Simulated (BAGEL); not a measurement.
**doublet CH3BFNS+: levels of theory compared**

Aim: a comparison of 4 runs (UHF/STO-3G, ROHF/6-31G*, ROHF/cc-pVDZ, UHF/cc-pVDZ) of doublet CH3BFNS+. 

The calculation is run with BAGEL 1.2.2.

## (1) The molecule

The species is CH3BFNS+ (8 atoms), meant as a doublet with charge +1. As SMILES of the parent species, `B/N=C(/F)S`. The shape is that of a PBE0-D4/def2-TZVP optimisation. This is one conformer, not always the lowest. That shape belongs to the parent species and isn't relaxed for this state.

Bond lengths: B1–N2 1.367 Å, N2–C3 1.224 Å, C3–F4 1.342 Å, C3–S5 1.753 Å, B1–H6 1.197 Å, B1–H7 1.197 Å, S5–H8 1.342 Å. Angles: B1–N2–C3 176.2°, N2–C3–F4 121.9°, N2–C3–S5 125.2°, F4–C3–S5 112.9°, N2–B1–H6 119.0°, N2–B1–H7 119.0°, C3–S5–H8 95.4°, H6–B1–H7 122.1°.

## (2) A single-point energy at UHF/STO-3G (density fitting with qzvpp-jkfit) (run 1)

hf.json reads:

```json
{ "bagel": [

{
  "title": "molecule",
  "basis": "sto-3g",
  "df_basis": "qzvpp-jkfit",
  "angstrom": true,
  "geometry": [
    { "atom": "B", "xyz": [      -0.068900,       1.790800,       0.172800 ] },
    { "atom": "N", "xyz": [      -0.014600,       0.455500,      -0.115700 ] },
    { "atom": "C", "xyz": [       0.037700,      -0.753800,      -0.294100 ] },
    { "atom": "F", "xyz": [       0.021200,      -1.289400,      -1.524200 ] },
    { "atom": "S", "xyz": [       0.140300,      -1.959800,       0.974400 ] },
    { "atom": "H", "xyz": [      -1.137200,       2.307000,       0.328700 ] },
    { "atom": "H", "xyz": [       0.953200,       2.407400,       0.256800 ] },
    { "atom": "H", "xyz": [       0.160500,      -3.014800,       0.145300 ] }
  ]
},

{
  "title": "uhf",
  "charge": 1,
  "nopen": 1
},

{
  "title": "print",
  "file": "orbitals.molden",
  "orbitals": true
}

]}
```

Command:

```sh
$ BAGEL_NUM_THREADS=1 BAGEL hf.json > hf.out
```

Standard output:

```text
* using 1 threads per process

  ===============================================================
  ===============================================================

  *** Geometry ***

  { "atom" : "B", "xyz" : [     -0.130202,      3.384122,      0.326545 ] },
  { "atom" : "N", "xyz" : [     -0.027590,      0.860770,     -0.218641 ] },
  { "atom" : "C", "xyz" : [      0.071243,     -1.424476,     -0.555768 ] },
[... 4 lines of this table left out ...]
  { "atom" : "H", "xyz" : [      0.303301,     -5.697146,      0.274577 ] },

  Number of auxiliary basis functions:      486

  Since a DF basis is specified, we compute 2- and 3-index integrals:
    o Being stored without compression. Storage requirement is 0.004 GB

  Number of basis functions:       32
  Number of electrons      :       46

    * METHOD: MOLECULE                             0.16

  *** Open-shell HF ***

  === Nuclear Repulsion ===
   199.9519292812

      * DIIS with orbital gradients will be used.

  === UHF iteration (sto-3g) ===
      0       -608.03992412          0.04418112           0.04
      1       -608.18901578          0.01969919           0.03
      2       -608.21543181          0.00913993           0.03
[... 16 lines of this table left out ...]
     19       -608.22867626          0.00000001           0.03
    * SCF iteration converged.

    * S^2 (UHF) is 0.9458

    * Permanent dipole moment:
           (   -0.101779,     1.470303,    -0.907079) a.u.

    * METHOD: UHF                                  0.83

    * METHOD: PRINT                                0.00

  ===============================================================
```

Run time: 1.2 s. Hardware: 1 thread of Intel Xeon Platinum 8488C (Sapphire Rapids), shared host.

## (3) The energy at ROHF/6-31G(d) (density fitting with qzvpp-jkfit, spherical functions) (run 2)

calc.json reads:

```json
{ "bagel" : [

{
  "title" : "molecule",
  "basis" : "6-31gs.json",
  "df_basis" : "qzvpp-jkfit",
  "angstrom" : true,
  "geometry" : [
    { "atom" : "B", "xyz" : [   -0.068900,    1.790800,    0.172800 ] },
    { "atom" : "N", "xyz" : [   -0.014600,    0.455500,   -0.115700 ] },
    { "atom" : "C", "xyz" : [    0.037700,   -0.753800,   -0.294100 ] },
    { "atom" : "F", "xyz" : [    0.021200,   -1.289400,   -1.524200 ] },
    { "atom" : "S", "xyz" : [    0.140300,   -1.959800,    0.974400 ] },
    { "atom" : "H", "xyz" : [   -1.137200,    2.307000,    0.328700 ] },
    { "atom" : "H", "xyz" : [    0.953200,    2.407400,    0.256800 ] },
    { "atom" : "H", "xyz" : [    0.160500,   -3.014800,    0.145300 ] }
  ]
},
{ "title" : "rohf", "charge" : 1, "nopen" : 1 },
{ "title" : "print", "file" : "orbitals.molden", "orbitals" : true }

]}
```

The basis set 6-31G* is read from a file made from the Basis Set Exchange's data (not shown).

Command:

```sh
$ BAGEL_NUM_THREADS=1 BAGEL calc.json > calc.out
```

Standard output:

```text
* using 1 threads per process

  ===============================================================
  ===============================================================

  *** Geometry ***

  { "atom" : "B", "xyz" : [     -0.130202,      3.384122,      0.326545 ] },
  { "atom" : "N", "xyz" : [     -0.027590,      0.860770,     -0.218641 ] },
  { "atom" : "C", "xyz" : [      0.071243,     -1.424476,     -0.555768 ] },
[... 4 lines of this table left out ...]
  { "atom" : "H", "xyz" : [      0.303301,     -5.697146,      0.274577 ] },

  Number of auxiliary basis functions:      486

  Since a DF basis is specified, we compute 2- and 3-index integrals:
    o Being stored without compression. Storage requirement is 0.025 GB

  Number of basis functions:       80
  Number of electrons      :       46

    * METHOD: MOLECULE                             0.23

  *** Open-shell HF ***

  === Nuclear Repulsion ===
   199.9519292812

      * DIIS with orbital gradients will be used.

  === ROHF iteration (6-31gs.json) ===
      0       -615.04700760          0.04712843           0.12
      1       -615.20193437          0.03594578           0.11
      2       -615.26643533          0.02589221           0.11
[... 16 lines of this table left out ...]
     19       -615.34003913          0.00000001           0.11
    * SCF iteration converged.

    * S^2 (ROHF) is 0.7500

    * Permanent dipole moment:
           (   -0.101954,     1.236761,    -1.234987) a.u.

    * METHOD: ROHF                                 2.43

    * METHOD: PRINT                                0.01

  ===============================================================
```

Wall time 2.9 s (1 thread of Intel Xeon Platinum 8488C (Sapphire Rapids), shared host); peak memory 0.11 GiB.

Run 3 isn't shown in full; the table further down has it.

## (4) A single-point energy at UHF/cc-pVDZ (density fitting with qzvpp-jkfit) (run 4)

hf.json reads:

```json
{ "bagel" : [

{
  "title" : "molecule",
  "basis" : "cc-pvdz.json",
  "df_basis" : "qzvpp-jkfit",
  "angstrom" : true,
  "geometry" : [
    { "atom" : "B", "xyz" : [   -0.068900,    1.790800,    0.172800 ] },
    { "atom" : "N", "xyz" : [   -0.014600,    0.455500,   -0.115700 ] },
    { "atom" : "C", "xyz" : [    0.037700,   -0.753800,   -0.294100 ] },
    { "atom" : "F", "xyz" : [    0.021200,   -1.289400,   -1.524200 ] },
    { "atom" : "S", "xyz" : [    0.140300,   -1.959800,    0.974400 ] },
    { "atom" : "H", "xyz" : [   -1.137200,    2.307000,    0.328700 ] },
    { "atom" : "H", "xyz" : [    0.953200,    2.407400,    0.256800 ] },
    { "atom" : "H", "xyz" : [    0.160500,   -3.014800,    0.145300 ] }
  ]
},
{
  "title" : "uhf",
  "charge" : 1,
  "nopen" : 1
},
{
  "title" : "print",
  "file" : "orbitals.molden",
  "orbitals" : true
}

]}
```

The basis set cc-pVDZ is read from a file made from the Basis Set Exchange's data (not shown).

Command:

```sh
$ BAGEL_NUM_THREADS=1 BAGEL hf.json > hf.out
```

Standard output:

```text
* using 1 threads per process

  ===============================================================
  ===============================================================

  *** Geometry ***

  { "atom" : "B", "xyz" : [     -0.130202,      3.384122,      0.326545 ] },
  { "atom" : "N", "xyz" : [     -0.027590,      0.860770,     -0.218641 ] },
  { "atom" : "C", "xyz" : [      0.071243,     -1.424476,     -0.555768 ] },
[... 4 lines of this table left out ...]
  { "atom" : "H", "xyz" : [      0.303301,     -5.697146,      0.274577 ] },

  Number of auxiliary basis functions:      486

  Since a DF basis is specified, we compute 2- and 3-index integrals:
    o Being stored without compression. Storage requirement is 0.031 GB

  Number of basis functions:       89
  Number of electrons      :       46

    * METHOD: MOLECULE                             0.29

  *** Open-shell HF ***

  === Nuclear Repulsion ===
   199.9519292812

      * DIIS with orbital gradients will be used.

  === UHF iteration (cc-pvdz.json) ===
      0       -615.06021733          0.03905564           0.13
      1       -615.23345443          0.03065826           0.13
      2       -615.31054139          0.02162751           0.13
[... 20 lines of this table left out ...]
     23       -615.39181763          0.00000001           0.13
    * SCF iteration converged.

    * S^2 (UHF) is 0.9114

    * Permanent dipole moment:
           (   -0.090887,     1.064669,    -1.155653) a.u.

    * METHOD: UHF                                  3.26

    * METHOD: PRINT                                0.01

  ===============================================================
```

It took 3.9 s on 1 thread of Intel Xeon Platinum 8488C (Sapphire Rapids), shared host; peak memory 0.12 GiB.

## (5) The series

| run | level | energy (Eh) | ⟨S²⟩ | wall time |
| --- | --- | --- | --- | --- |
| 1 | UHF/STO-3G (density fitting with qzvpp-jkfit) | -608.228676 | 0.946 | 1.2 s |
| 2 | ROHF/6-31G* (density fitting with qzvpp-jkfit, spherical functions) | -615.340039 | 0.750 | 2.9 s |
| 3 | ROHF/cc-pVDZ (density fitting with qzvpp-jkfit) | -615.377664 | 0.750 | 3.9 s |
| 4 | UHF/cc-pVDZ (density fitting with qzvpp-jkfit) | -615.391818 | 0.911 | 3.9 s |

## (6) Results

| quantity | value |
| --- | --- |
| run 4: total energy | -615.39182 Eh |
| run 4: ⟨S²⟩ | 0.911 |

In run 1 the basis is minimal, so the values are rough. Spin contamination of the reference: run 1 ⟨S²⟩ = 0.95, run 4 ⟨S²⟩ = 0.91. All runs together took 12 s, the longest 3.9 s.
